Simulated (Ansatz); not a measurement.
**AlFH2O2: two geometries relaxed**

Are the two ends of the rotation by 180° about the O1–Al2 bond separate minima, and which lies lower? Each is relaxed from a guess. SMILES of the start: [OH][Al]([OH])[F].

Method: RKS PBE0/def2-SVP, in Ansatz 0.2.0.

**1. Starting point**

Bond lengths: O1–Al2 1.789 Å, Al2–O3 1.811 Å, Al2–F4 1.764 Å, O1–H5 1.039 Å, O3–H6 1.017 Å. Angles: O1–Al2–O3 119.6°, O1–Al2–F4 120.7°, O3–Al2–F4 119.6°, Al2–O1–H5 105.1°, Al2–O3–H6 104.9°.

Coordinates:

```xyz
6

O    -0.2181    1.1958   -1.0966
Al   -0.1358   -0.3117   -0.1364
O     0.6167   -0.2830    1.5102
F    -0.6928   -1.8427   -0.8131
H    -1.1361    1.6192   -0.8575
H     1.6083   -0.4416    1.3471
```

**2. Relaxing end A**

Contents of input.yaml:

```yaml
crystal:
  periodic: [false, false, false]
  atoms:
    - { symbol: O, position_ang: [-0.2181, 1.1958, -1.0966] }
    - { symbol: Al, position_ang: [-0.1358, -0.3117, -0.1364] }
    - { symbol: O, position_ang: [0.6167, -0.283, 1.5102] }
    - { symbol: F, position_ang: [-0.6928, -1.8427, -0.8131] }
    - { symbol: H, position_ang: [-1.1361, 1.6192, -0.8575] }
    - { symbol: H, position_ang: [1.6083, -0.4416, 1.3471] }
basis:
  gaussian: { orbitals: def2-SVP }
hamiltonian:
  xc: pbe0
relax:
  f_tol: 0.015
  max_steps: 40
```

Started as:

```sh
ansatz run input.yaml --threads 1 --pin off --max-ram 2048MiB --backend cpu --events-out ev --progress --plain --runs-dir out
```

Standard output, cut to the lines that bear on the results:

```text
Warning: RAYON_NUM_THREADS=1 ignored (pool sized by the plan → 1); use --threads N
[...]
Functional definition: PBE0
[...]
687 factors; integrals over basis functions are off by at most 3.2e-4 eV
[...]
mean field -13426.74417717 eV, -493.4237475371 hartree, gradient 5.9e-5 eV, S^2 0.000000; 0 other end points of the search recorded, 0 dependent functions left out
[...]
reference -13426.74420491 eV, -493.4237485564 hartree; 20, 20 occupied and 50, 50 virtual orbitals, 687 factors
relax step   1: F+E_penalty+E_count = -13426.74417717 eV  Δ(F+E_penalty+E_count) = +0.000e0 eV  max|allowed force component| = 2.880e0 eV/Å  Δτ_max = 0.0000 Å  (24 SCF iters, accepted)
[...]
relax step   3: F+E_penalty+E_count = -13427.45079518 eV  Δ(F+E_penalty+E_count) = -3.011e-1 eV  max|allowed force component| = 5.291e-1 eV/Å  Δτ_max = 0.1239 Å  (26 SCF iters, accepted)
[...]
relax step   5: F+E_penalty+E_count = -13427.45039366 eV  Δ(F+E_penalty+E_count) = +4.477e-2 eV  max|allowed force component| = 2.452e0 eV/Å  Δτ_max = 0.1901 Å  (33 SCF iters, rejected (line search))
[...]
relax step   7: F+E_penalty+E_count = -13427.56791584 eV  Δ(F+E_penalty+E_count) = -2.571e-2 eV  max|allowed force component| = 1.176e0 eV/Å  Δτ_max = 0.0989 Å  (26 SCF iters, accepted)
[...]
relax step   9: F+E_penalty+E_count = -13427.67665801 eV  Δ(F+E_penalty+E_count) = -6.786e-3 eV  max|allowed force component| = 3.030e-1 eV/Å  Δτ_max = 0.0187 Å  (27 SCF iters, accepted)
[...]
relax step  10: F+E_penalty+E_count = -13427.72042315 eV  Δ(F+E_penalty+E_count) = -4.377e-2 eV  max|allowed force component| = 5.525e-2 eV/Å  Δτ_max = 0.1555 Å  (31 SCF iters, accepted)
[...]
relax step  11: F+E_penalty+E_count = -13427.72149809 eV  Δ(F+E_penalty+E_count) = -1.075e-3 eV  max|allowed force component| = 1.492e-2 eV/Å  Δτ_max = 0.0247 Å  (28 SCF iters, accepted)
687 factors; integrals over basis functions are off by at most 3.5e-4 eV
[...]
mean field -13427.72149809 eV, -493.4596634183 hartree, gradient 7.7e-6 eV, S^2 0.000000; 1 other end points of the search recorded, 0 dependent functions left out
[...]
reference -13427.72152464 eV, -493.4596643941 hartree; 20, 20 occupied and 50, 50 virtual orbitals, 687 factors
Total energy: -13427.72152464 eV, -493.4596643941 hartree
Atom 0 at    -0.577277     1.324706    -0.685198 Å, force     0.001764     0.000312     0.004651 eV/Å
Atom 1 at    -0.048587    -0.153561    -0.071196 Å, force     0.004553     0.012484     0.006233 eV/Å
Atom 2 at     1.058606    -0.149168     1.199989 Å, force     0.000254     0.004255    -0.002700 eV/Å
Atom 3 at    -0.606724    -1.583558    -0.704703 Å, force    -0.005817    -0.014919    -0.006901 eV/Å
Atom 4 at    -1.205477     1.429445    -1.399897 Å, force    -0.004156     0.003058    -0.006724 eV/Å
Atom 5 at     1.421659    -0.931864     1.614704 Å, force     0.003402    -0.005191     0.005440 eV/Å
Dipole moment:    -0.052923    -0.135316    -0.059991 e Å
```

Run time: 21 s. Hardware: 1 thread of Intel Xeon Platinum 8488C (Sapphire Rapids), shared host; peak memory 0.15 GiB.

Relaxation path:

| step | energy from step 1 (eV) | largest force component (eV/Å) |
| --- | --- | --- |
| 1 | 0.0000 | 2.8801 |
| 2 | -0.4055 | 1.7794 |
| 3 | -0.7066 | 0.5291 |
| 4 | -0.7510 | 0.2699 |
| 5x | -0.7062 | 2.4525 |
| 6 | -0.7980 | 0.1915 |
| 7 | -0.8237 | 1.1764 |
| 8 | -0.9257 | 0.3571 |
| 9 | -0.9325 | 0.3030 |
| 10 | -0.9762 | 0.0553 |
| 11 | -0.9773 | 0.0149 |

Step 1 is the start. 1 step was tried and not accepted (marked x).

After: Bond lengths: O1–Al2 1.686 Å, Al2–O3 1.686 Å, Al2–F4 1.661 Å, O1–H5 0.957 Å, O3–H6 0.957 Å. Angles: O1–Al2–O3 118.6°, O1–Al2–F4 120.7°, O3–Al2–F4 120.7°, Al2–O1–H5 125.0°, Al2–O3–H6 125.0°.

**3. Relaxing end B**

The second end starts from a geometry with the move made by hand.

Contents of input.yaml:

```yaml
crystal:
  periodic: [false, false, false]
  atoms:
    - { symbol: O, position_ang: [-0.2181, 1.1958, -1.0966] }
    - { symbol: Al, position_ang: [-0.1358, -0.3117, -0.1364] }
    - { symbol: O, position_ang: [-0.80605, -1.84703, -0.82336] }
    - { symbol: F, position_ang: [0.5041, -0.29924, 1.50753] }
    - { symbol: H, position_ang: [-1.1361, 1.6192, -0.8575] }
    - { symbol: H, position_ang: [-1.78921, -1.84297, -0.56182] }
basis:
  gaussian: { orbitals: def2-SVP }
hamiltonian:
  xc: pbe0
relax:
  f_tol: 0.015
  max_steps: 40
```

Started as:

```sh
ansatz run input.yaml --threads 1 --pin off --max-ram 2048MiB --backend cpu --events-out ev --progress --plain --runs-dir out
```

Standard output, cut to the lines that bear on the results:

```text
Warning: RAYON_NUM_THREADS=1 ignored (pool sized by the plan → 1); use --threads N
[...]
[... 1 set-up line as earlier in the session ...]
[...]
688 factors; integrals over basis functions are off by at most 3.2e-4 eV
[...]
mean field -13426.70446230 eV, -493.4222880422 hartree, gradient 5.7e-5 eV, S^2 0.000000; 0 other end points of the search recorded, 0 dependent functions left out
[...]
reference -13426.70449019 eV, -493.4222890672 hartree; 20, 20 occupied and 50, 50 virtual orbitals, 688 factors
relax step   1: F+E_penalty+E_count = -13426.70446230 eV  Δ(F+E_penalty+E_count) = +0.000e0 eV  max|allowed force component| = 2.702e0 eV/Å  Δτ_max = 0.0000 Å  (25 SCF iters, accepted)
[...]
relax step   3: F+E_penalty+E_count = -13427.26687865 eV  Δ(F+E_penalty+E_count) = -2.032e-1 eV  max|allowed force component| = 1.172e0 eV/Å  Δτ_max = 0.0785 Å  (26 SCF iters, accepted)
[...]
688 factors; integrals over basis functions are off by at most 6.1e-4 eV
mean field -13427.72151037 eV, -493.4596638697 hartree, gradient 8.5e-6 eV, S^2 0.000000; 1 other end points of the search recorded, 0 dependent functions left out
[...]
reference -13427.72153696 eV, -493.4596648469 hartree; 20, 20 occupied and 50, 50 virtual orbitals, 688 factors
Total energy: -13427.72153696 eV, -493.4596648469 hartree
Atom 0 at    -0.638460     1.176794    -1.071019 Å, force     0.001858     0.001558     0.001567 eV/Å
Atom 1 at    -0.522234    -0.249015    -0.179028 Å, force    -0.002026     0.000009    -0.003844 eV/Å
Atom 2 at    -1.182986    -1.659429    -0.824187 Å, force     0.001348    -0.001954     0.001821 eV/Å
Atom 3 at     0.227085    -0.263872     1.303412 Å, force     0.001287    -0.000059     0.001961 eV/Å
Atom 4 at    -0.296074     2.027729    -0.796388 Å, force    -0.001869    -0.003379    -0.000447 eV/Å
Atom 5 at    -1.168491    -2.518146    -0.400940 Å, force    -0.000598     0.003825    -0.001058 eV/Å
Dipole moment:     0.071409    -0.001644     0.138559 e Å
```

Wall time 18 s (1 thread of Intel Xeon Platinum 8488C (Sapphire Rapids), shared host); peak memory 0.16 GiB.

Step by step:

| step | energy from step 1 (eV) | largest force component (eV/Å) |
| --- | --- | --- |
| 1 | 0.0000 | 2.7023 |
| 2 | -0.3592 | 1.8894 |
| 3 | -0.5624 | 1.1719 |
| 4 | -0.6908 | 0.5981 |
| 5 | -0.7919 | 0.3098 |
| 6 | -0.8941 | 0.4622 |
| 7 | -0.9835 | 0.1646 |
| 8 | -1.0164 | 0.0161 |
| 9 | -1.0168 | 0.0229 |
| 10 | -1.0170 | 0.0038 |

Step 1 is the start.

After: Bond lengths: O1–Al2 1.686 Å, Al2–O3 1.686 Å, Al2–F4 1.661 Å, O1–H5 0.957 Å, O3–H6 0.957 Å. Angles: O1–Al2–O3 118.6°, O1–Al2–F4 120.7°, O3–Al2–F4 120.7°, Al2–O1–H5 125.1°, Al2–O3–H6 125.1°.

**4. Outcome**

```
                           quantity                    value
                              end A  9 moves, 0.977 eV lower
                              end B  9 moves, 1.017 eV lower
largest difference between the ends                   0.00 Å
            end B relative to end A                -0.000 eV
```

Both starts fell into the same minimum (no atom differs by more than 0.00 Å), so from this start no second minimum was found and no band was run; another arrangement could still be one.
